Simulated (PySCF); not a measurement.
# B3H3O3: the cost of one run

Program: PySCF 2.14.0. Level of theory: levels as typed in each script, gas phase, geometry from GFN2-xTB. These are calculated values, not measurements.

## (1) Where the work starts

SMILES `B1OBOBO1`, 9 atoms, charge 0, spin multiplicity 1.

Bond lengths: B1–O2 1.360 Å, B1–O6 1.360 Å, B1–H7 1.170 Å, O2–B3 1.360 Å, B3–O4 1.360 Å, B3–H8 1.170 Å, O4–B5 1.360 Å, B5–O6 1.360 Å, B5–H9 1.170 Å. Angles: O2–B1–O6 119.9°, O2–B1–H7 120.1°, O6–B1–H7 120.1°, B1–O2–B3 120.1°, O2–B3–O4 119.9°, O2–B3–H8 120.1°, O4–B3–H8 120.1°, B3–O4–B5 120.1°, O4–B5–O6 119.9°, O4–B5–H9 120.1°, O6–B5–H9 120.1°, B1–O6–B5 120.1°.

Coordinates:

```
B    -1.3129   -0.3587    0.0000
O    -0.3454   -1.3146    0.0000
B     0.9671   -0.9577    0.0000
O     1.3112    0.3582    0.0000
B     0.3458    1.3163    0.0000
O    -0.9658    0.9565    0.0000
H    -2.4414   -0.6670    0.0000
H     1.7983   -1.7808    0.0000
H     0.6430    2.4478    0.0000
```

## (2) Density, bond paths and surface potential (wB97X/aug-cc-pvdz)

Input file input.py:

```python
import numpy as np
from pyscf import gto, scf, dft
from pyscf.scf import atom_ks, atom_hf
from scipy.linalg import block_diag

def solve(mol, dm0=None, hcore=None):
    mf = (dft.UKS if mol.spin else dft.RKS)(mol, xc='wb97x')
    mf.grids.level = 3
    mf = mf.density_fit(auxbasis='def2-universal-jkfit')
    mf.conv_tol, mf.max_cycle = 1e-8, 80
    if hcore is not None:
        mf.get_hcore = lambda *args: hcore
    mf.kernel(dm0)
    if not mf.converged:
        mf = mf.newton().run(mf.mo_coeff, mf.mo_occ, max_cycle=30)
    assert mf.converged, 'SCF not converged'
    return mf

mol = gto.M(atom='''
B     -1.31291    -0.35869     0.00000
O     -0.34540    -1.31464     0.00000
B      0.96710    -0.95766     0.00000
O      1.31121     0.35819     0.00000
B      0.34582     1.31635     0.00000
O     -0.96581     0.95645     0.00000
H     -2.44140    -0.66703     0.00000
H      1.79834    -1.78082     0.00000
H      0.64303     2.44783     0.00000
''', basis='aug-cc-pvdz', charge=0, spin=0, verbose=4)
mf = solve(mol)
mf.analyze()
# spherically averaged free atoms, for the promolecule
atm = atom_ks.get_atm_nrks(mol, xc='wb97x')
pro = block_diag(*[(atm[a[0]][2] * atm[a[0]][3]) @ atm[a[0]][2].T for a in mol._atom])
np.savez('result.npz', e=mf.e_tot, c=mf.mo_coeff, occ=mf.mo_occ, eps=mf.mo_energy, pro=pro, dip=mf.dip_moment(verbose=0), s2=mf.spin_square()[0])
```

The run is started by

```console
> OMP_NUM_THREADS=1 python input.py
```

Q: Estimate wall time and peak memory on 1 thread of Arm Neoverse V2, shared host.

About 19 s, with a peak of 0.64 GiB.
